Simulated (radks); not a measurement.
# Mo²⁺ in [Ar] 3d10 4s2 4p5 4d4 5s1: an all-electron calculation

Aim: the levels, the sizes of the orbitals and the parts of the energy of the molybdenum ion Mo2+.

The numbers are computed with radks (a radial shooting solver on a logarithmic mesh, Libxc functionals) version 1 (scalar-relativistic Kohn-Sham, r2SCAN, spin-polarised, spherical densities, finite nucleus; open shells are filled with parallel spins first), except any that are marked as measured or tabulated.

## 1. Starting point

* element: molybdenum (Z = 42)
* charge: +2
* electrons: 40
* configuration: [Ar] 3d10 4s2 4p5 4d4 5s1
* nuclear rms radius: 4.4091 fm

Outer shells as boxes (Hund's rule):

Mo²⁺
```
[Ar] core
3d [↑↓][↑↓][↑↓][↑↓][↑↓]
4s [↑↓]
4p [↑↓][↑↓][↑ ]
4d [↑ ][↑ ][↑ ][↑ ][  ]
5s [↑ ]
```

## 2. The run

The run's settings:

```text
Z 42
configuration [Ar] 3d10 4s2 4p5 4d4 5s1
relativity scalar-relativistic
functional r2scan,r2scan
spin polarised
nucleus finite rms 4.4091 fm
c 137.035999084
```

Run with:

```console
python run_ks.py task.json out
```

The same process makes all the runs of this session.

**Question.** What will this run give?

The runs gave:

| quantity | value |
| --- | --- |
| total energy | -4047.06098 hartree |
| exchange-correlation share of it | 3.05 % |
| −T/E | 1.0311 |
| highest occupied level | 5s up, -20.568 eV |
| most extended occupied level | 5s up, <r> = 2.76 bohr |
| radius at density 0.001 e/bohr³ | 3.96 bohr |
| maxima of the radial density | 4 |

**Reading.** 5 principal shells are occupied and 4 maxima appear in the radial density; where shells overlap, one shows as a shoulder or not at all. Relativity lifts −T/E to 1.031. This is not the tabulated ground configuration, so its levels and sizes aren't those of the ground state, and no measured value stands beside it.
